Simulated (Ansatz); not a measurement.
# SiH₄O + H radical: a complex and its separated parts, part 2 of 2

Ansatz 0.2.0, Gaussian basis. The steps go on from the part before.

## (16) PBE-QIDH/def2-TZVPP

File parta/in.yaml:

```yaml
crystal:
  periodic: [false, false, false]
  atoms:
    - {symbol: H, position_ang: [-0.630266, -1.513168, -0.050151]}
    - {symbol: O, position_ang: [-0.229710, -1.082629, 0.705542]}
    - {symbol: Si, position_ang: [0.335255, 0.452578, 0.507279]}
    - {symbol: H, position_ang: [-0.750345, 1.390576, 0.108965]}
    - {symbol: H, position_ang: [0.890069, 0.853772, 1.819901]}
    - {symbol: H, position_ang: [1.399123, 0.516722, -0.532477]}
basis:
  gaussian: {orbitals: def2-TZVPP}
hamiltonian: {xc: {name: PBE-QIDH}}
```

Run with:

```console
ansatz run in.yaml --threads 2 --pin off --events-out ev --progress --plain --max-ram 4352MiB
```

The log of the run, shortened:

```text
Functional definition: PBE-QIDH
  name "PBE-QIDH"
  cite "Brémond, Sancho-García, Pérez-Jiménez & Adamo, J. Chem. Phys. 141, 031101 (2014) doi:10.1063/1.4890314"
  cite "Perdew, Burke & Ernzerhof, Phys. Rev. Lett. 77, 3865 (1996) doi:10.1103/PhysRevLett.77.3865"
[...]
746 factors; integrals over basis functions are off by at most 9.2e-4 eV
[...]
mean field -9979.98623677 eV, -366.7577295235 hartree, gradient 3.7e-6 eV, S^2 0.000000; 0 other end points of the search recorded, 0 dependent functions left out
6 core orbitals not correlated: weight in the atoms' cores, before any rotation towards them, 1.000 or more for the frozen orbitals, at most 0.000 for the correlated occupied ones
reference -9979.98624700 eV, -366.7577298996 hartree; 7, 7 occupied and 116, 116 virtual orbitals, 746 factors
second order -11.46619678 eV of doubles, -0.00000000 eV of singles
Total energy: -9983.80831259 eV, -366.8981882195 hartree
```

Run time: 1.1 s. Hardware: 2 threads of Intel Xeon Platinum 8488C, shared host.

## (17) RPA on PBE/def2-TZVPP

parta/in.yaml, as its differences from that of step 16:

```diff
@@ -11,2 +11,3 @@
   gaussian: {orbitals: def2-TZVPP}
-hamiltonian: {xc: {name: PBE-QIDH}}
+hamiltonian: {xc: pbe}
+correlation: {method: rpa}
```

Run with:

```console
ansatz run in.yaml --threads 2 --pin off --events-out ev --progress --plain --max-ram 4352MiB
```

The log of the run, shortened:

```text
[... 4 set-up lines as earlier in the session ...]
[...]
746 factors; integrals over basis functions are off by at most 9.2e-4 eV
[...]
mean field -9985.38608519 eV, -366.9561702929 hartree, gradient 5.8e-6 eV, S^2 0.000000; 0 other end points of the search recorded, 0 dependent functions left out
6 core orbitals not correlated: weight in the atoms' cores, before any rotation towards them, 1.000 or more for the frozen orbitals, at most 0.000 for the correlated occupied ones
reference -9964.31009330 eV, -366.1816418768 hartree; 7, 7 occupied and 116, 116 virtual orbitals, 746 factors
Total energy: -9981.80798652 eV, -366.8246775920 hartree
```

It took 1.1 s on 2 threads of Intel Xeon Platinum 8488C, shared host.

## (18) CCSD(T)/def2-TZVPP

parta/in.yaml, as its differences from that of step 17:

```diff
@@ -11,3 +11,2 @@
   gaussian: {orbitals: def2-TZVPP}
-hamiltonian: {xc: pbe}
-correlation: {method: rpa}
+correlation: {method: ccsd_t}
```

Run with:

```console
ansatz run in.yaml --threads 2 --pin off --events-out ev --progress --plain --max-ram 4352MiB
```

The log of the run, shortened:

```text
Functional definition: HF
  name "HF"
  cite "Fock, Z. Phys. 61, 126 (1930) doi:10.1007/BF01340294"
[... 1 set-up line as earlier in the session ...]
[...]
746 factors; integrals over basis functions are off by at most 9.2e-4 eV
[...]
mean field -9965.09467185 eV, -366.2104746068 hartree, gradient 2.3e-6 eV, S^2 0.000000; 0 other end points of the search recorded, 0 dependent functions left out
6 core orbitals not correlated: weight in the atoms' cores, before any rotation towards them, 1.000 or more for the frozen orbitals, at most 0.000 for the correlated occupied ones
reference -9965.09467185 eV, -366.2104746068 hartree; 7, 7 occupied and 116, 116 virtual orbitals, 746 factors
second order -10.23318746 eV of doubles, -0.00000000 eV of singles
cycle   1  -10.56893981 eV  change   -3.4e-1 eV  update   6.9e-2
[...]
cycle   9  -10.90278317 eV  change   -3.8e-6 eV  update   8.1e-6
perturbative correction -0.32822096 eV, -0.0120618979 hartree
Total energy: -9976.32567599 eV, -366.6232063962 hartree
```

Run time: 3.4 s. Hardware: 2 threads of Intel Xeon Platinum 8488C, shared host; peak memory 0.61 GiB.

## (19) MP2/def2-QZVPP

parta/in.yaml, as its differences from that of step 18:

```diff
@@ -10,3 +10,3 @@
 basis:
-  gaussian: {orbitals: def2-TZVPP}
-correlation: {method: ccsd_t}
+  gaussian: {orbitals: "def2-QZVPP.json"}
+correlation: {method: mp2}
```

The basis file named in the input lies beside it (Basis Set Exchange, JSON).

Run with:

```console
ansatz run in.yaml --threads 2 --pin off --events-out ev --progress --plain --max-ram 4352MiB
```

The log of the run:

```text
[... 4 set-up lines as earlier in the session ...]
  exchange = exact_x
  correlation = 0
1466 factors; integrals over basis functions are off by at most 6.6e-4 eV
mean field evaluation 1: about -9963.0368 eV, gradient 3.5e1 eV
mean field evaluation 2: about -9963.0377 eV, gradient 3.5e1 eV
mean field evaluation 4: about -9965.4353 eV, gradient 2.4e0 eV
mean field evaluation 8: about -9965.4601 eV, gradient 8.2e-2 eV
mean field -9965.46014277 eV, -366.2239054155 hartree, gradient 2.4e-6 eV, S^2 0.000000; 0 other end points of the search recorded, 0 dependent functions left out
6 core orbitals not correlated: weight in the atoms' cores, before any rotation towards them, 1.000 or more for the frozen orbitals, at most 0.000 for the correlated occupied ones
reference -9965.46014277 eV, -366.2239054155 hartree; 7, 7 occupied and 234, 234 virtual orbitals, 1466 factors
second order -11.04496036 eV of doubles, -0.00000000 eV of singles
Total energy: -9976.50510313 eV, -366.6298002220 hartree
```

It took 3.3 s on 2 threads of Intel Xeon Platinum 8488C, shared host; peak memory 0.59 GiB.

## (20) Vibrations of SiH₄O

File vib-parta/in.yaml:

```yaml
crystal:
  periodic: [false, false, false]
  atoms:
    - {symbol: H, position_ang: [-0.630266, -1.513168, -0.050151]}
    - {symbol: O, position_ang: [-0.229710, -1.082629, 0.705542]}
    - {symbol: Si, position_ang: [0.335255, 0.452578, 0.507279]}
    - {symbol: H, position_ang: [-0.750345, 1.390576, 0.108965]}
    - {symbol: H, position_ang: [0.890069, 0.853772, 1.819901]}
    - {symbol: H, position_ang: [1.399123, 0.516722, -0.532477]}
basis:
  gaussian: {orbitals: def2-TZVP}
hamiltonian: {xc: pbe0, dispersion: d4}
phonons: {temperatures: {t_min: 298.15, t_max: 900, t_step: 200}}
```

Run with:

```console
ansatz run in.yaml --threads 2 --pin off --events-out ev --progress --plain --max-ram 4352MiB
```

The log of the run, shortened:

```text
[... 5 set-up lines as earlier in the session ...]
[...]
595 factors; their error is unknown
[...]
mean field -9986.23328843 eV, -366.9873044379 hartree, gradient 4.1e-5 eV, S^2 0.000000; 0 other end points of the search recorded, 0 dependent functions left out
[...]
reference -9986.23331380 eV, -366.9873053702 hartree; 13, 13 occupied and 79, 79 virtual orbitals, 595 factors
[... from here to the last solve, the lines of the solves are left out (35 solves) ...]
595 factors; their error is unknown
mean field -9986.23325685 eV, -366.9873032772 hartree, gradient 2.4e-6 eV, S^2 0.000000; 0 other end points of the search recorded, 0 dependent functions left out
[...]
reference -9986.23328222 eV, -366.9873042095 hartree; 13, 13 occupied and 79, 79 virtual orbitals, 595 factors
Total energy: -9986.28631267 eV, -366.9892530427 hartree
Atom 0 at    -0.630266    -1.513168    -0.050151 Å, force    -0.000099    -0.000112    -0.000182 eV/Å
Atom 1 at    -0.229710    -1.082629     0.705542 Å, force     0.000094     0.000124     0.000148 eV/Å
Atom 2 at     0.335255     0.452578     0.507279 Å, force    -0.000062    -0.000091    -0.000083 eV/Å
Atom 3 at    -0.750345     1.390576     0.108965 Å, force     0.000077    -0.000024     0.000023 eV/Å
Atom 4 at     0.890069     0.853772     1.819901 Å, force     0.000042     0.000076     0.000031 eV/Å
Atom 5 at     1.399123     0.516722    -0.532477 Å, force    -0.000052     0.000027     0.000064 eV/Å
Dipole moment:    -0.091574    -0.030458    -0.265359 e Å
Vibrations: 196.44 679.77 719.14 847.70 907.92 946.76 967.04 993.23 2208.53 2213.57 2260.56 3930.89 cm⁻¹, zero-point energy 1.045902 eV
```

Wall time 15 s (2 threads of Intel Xeon Platinum 8488C, shared host).

The modes, with what each moves most:

```tsv
mode	wavenumber (cm⁻¹)	character
1	196	torsion
2	680	bend
3	719	bend
4	848	bend with Si–O stretch
5	908	bend with Si–O stretch
6	947	bend with torsion
7	967	bend with torsion
8	993	bend
9	2209	Si–H stretch
10	2214	Si–H stretch
11	2261	Si–H stretch
12	3931	O–H stretch
```

Vibrational sums (real modes only):

```tsv
T (K)	entropy (J/mol/K)	heat capacity (J/mol/K)
298	14.3	24.4
498	32.1	45.2
698	49.6	58.7
898	65.6	68.0
```

## (21) Complex less separated parts

The complex's own energies come from single points at the same levels. The hydrogen atom has one electron, so its Hartree-Fock energy serves all wavefunction methods.

Rows are in def2-TZVPP; times add the 2 runs of a level on a shared host, so small differences are noise.

Differences are taken before rounding.

```tsv
method	rung	complex less parts (kJ/mol)	from CCSD(T) (kJ/mol)	time
SPW92	LDA	-5.35	-4.79	1.1 s
PBE-D4	GGA	-2.46	-1.89	1.8 s
BLYP-D4	GGA	-2.41	-1.85	2 s
r2SCAN-D4	meta-GGA	-2.82	-2.26	3.1 s
B97M-V	meta-GGA	-0.64	-0.08	10 s
PBE0-D4	hybrid	-1.90	-1.34	2.5 s
B3LYP-D4	hybrid	-2.36	-1.79	2.4 s
r2SCAN0-D4	hybrid	-2.78	-2.22	3.7 s
BHLYP-D4	hybrid	-1.95	-1.39	2.4 s
CAM-B3LYP-D4	range-separated hybrid	-2.26	-1.70	2.6 s
wB97X-V	range-separated hybrid	-0.19	+0.38	6.7 s
wB97M-V	range-separated hybrid	0.87	+1.43	5.9 s
B2PLYP	double hybrid	-0.20	+0.36	3.5 s
PBE-QIDH	double hybrid	-0.29	+0.27	3.2 s
Hartree-Fock	wavefunction	1.31	+1.87	
MP2	wavefunction	-0.21	+0.36	
CCSD	wavefunction	-0.42	+0.14	
CCSD(T)	wavefunction	-0.56	0	23 s
```

Among the levels timed on like hardware and quicker than the yardstick, those that no quicker one beats, quickest first: SPW92 (1.1 s, -4.79 kJ/mol); PBE-D4 (1.8 s, -1.89 kJ/mol); BLYP-D4 (2 s, -1.85 kJ/mol); B3LYP-D4 (2.4 s, -1.79 kJ/mol); BHLYP-D4 (2.4 s, -1.39 kJ/mol); PBE0-D4 (2.5 s, -1.34 kJ/mol); PBE-QIDH (3.2 s, +0.27 kJ/mol); B97M-V (10 s, -0.08 kJ/mol).

For cost: B97M-V gets within 0.08 kJ/mol in 10 s, where CCSD(T) took 23 s; the quickest level in the cost chart, SPW92, takes 1.1 s and misses by 4.79 kJ/mol.

The complex's zero-point energy, from a separate PBE0-D4 run, is 1.061 eV.

## (22) What came out

The summary covers parts 1 to 2.

| quantity | value |
| --- | --- |
| complex less parts, CCSD(T)/def2-TZVPP | -0.56 kJ/mol |
| with zero-point energy | +0.94 kJ/mol |
| largest T1 diagnostic | 0.011 |

What this shows: At CCSD(T) the complex lies 0.56 kJ/mol below its parts. The functionals run from B97M-V, off by -0.08 kJ/mol, to SPW92, off by -4.79 kJ/mol, against CCSD(T). By rung, the mean size of the error is: LDA 4.79, GGA 1.87, meta-GGA 1.17, hybrid 1.68, range-separated hybrid 1.17, double hybrid 0.32 kJ/mol. PBE-D4 gives a relative energy 1.89 kJ/mol too low, an error of 336 % of the reference. No counterpoise was applied, and triple zeta lacks some correlation, so the CCSD(T) reference has a basis error of its own, and close matches with it are partly luck.
